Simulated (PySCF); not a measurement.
# LuOF: other functionals and bases at one geometry

The task here is to estimate one member of a computed series from the others.

Computed with PySCF 2.14.0. Level: several levels, as the steps say, no spin–orbit coupling.

1 further run of the same task is left out (for a known fault of the program).

### The system as given

3 atoms, charge 0, spin multiplicity 1.

Bond lengths: Lu1–O2 1.806 Å, Lu1–F3 1.980 Å. Angles: O2–Lu1–F3 113.0°.

Coordinates:

```
Lu    0.01581    0.00000   -0.30914
O     1.51648    0.00000    0.69624
F    -1.64208    0.00000    0.77426
```

Formal oxidation states: Lu +3. Each metal's 14 4f electrons lie in its core potential, so multiplicities, spins and levels count the valence alone. An earlier session relaxed this geometry at PBE0, Lu lcecp-1-SVP with ECP60, O def2-SVP, F def2-SVP (singlet, point group Cs).

At PBE0 on the finer grid: E = -214.813322 Eh, HOMO -6.64 eV, LUMO -2.76 eV, Mulliken charge on Lu1 +0.87 e, largest force component 0.013 eV/Å. 

Levels to run: HF; B3LYP; PBE0, TZVP. Hardware: 2 threads of Arm Neoverse V1, shared host.

Set-up of the first run:

Input file run.py (the lines that set the calculation):

```python
mol = gto.M(atom='''
Lu     0.01581     0.00000    -0.30914
O      1.51648     0.00000     0.69624
F     -1.64208     0.00000     0.77426''',
    basis={'Lu': 'lcecp-1-SVP', 'O': 'def2-SVP', 'F': 'def2-SVP'},
    ecp={'Lu': 'lcecp-1-SVP'},
    charge=0, spin=0)
mf = scf.RHF(mol)
mf = mf.density_fit()  # fitting sets: Lu AutoAux, O def2-universal-JKFIT, F def2-universal-JKFIT
mf.conv_tol = 1e-08; mf.max_cycle = 55
mf.kernel(dm0)  # dm0: the density of the relaxed state
```

The run is started by

```sh
$ OMP_NUM_THREADS=2 python run.py
```

Among the steps run: HF; B3LYP; PBE0, TZVP.

One table of the session follows, with a row left open; its other results are not shown here.

| level | HOMO (eV) | gap (eV) | charge on Lu1 (e) | dipole (D) | largest force component (eV/Å) |
| --- | --- | --- | --- | --- | --- |
| PBE0 (relaxed here) | -6.64 | 3.88 | 0.87 | 7.61 | 0.01 |
| HF | ? | ? | ? | ? | ? |
| B3LYP | -6.41 | 3.30 | 0.83 | 7.44 | 0.46 |
| PBE0, TZVP | -6.63 | 3.89 | 1.28 | 7.88 | 0.15 |

Estimate the missing values for HF.

The run gave: HOMO (eV): -10.03; gap (eV): 9.10; charge on Lu1 (e): 1.25; dipole (D): 9.17; largest force component (eV/Å): 0.56. In the column «HOMO (eV)» it is the lowest.

In one basis the HOMO–LUMO gap runs from 3.30 eV (B3LYP) to 9.10 eV (HF). The largest leftover force, 0.56 eV/Å with HF, stands at a geometry relaxed at another level. With 4f in the core, its levels are missing from HOMO and gap, and its count is fixed, so no charge can pass from the ligands into it. Total energies of different levels can't be compared.
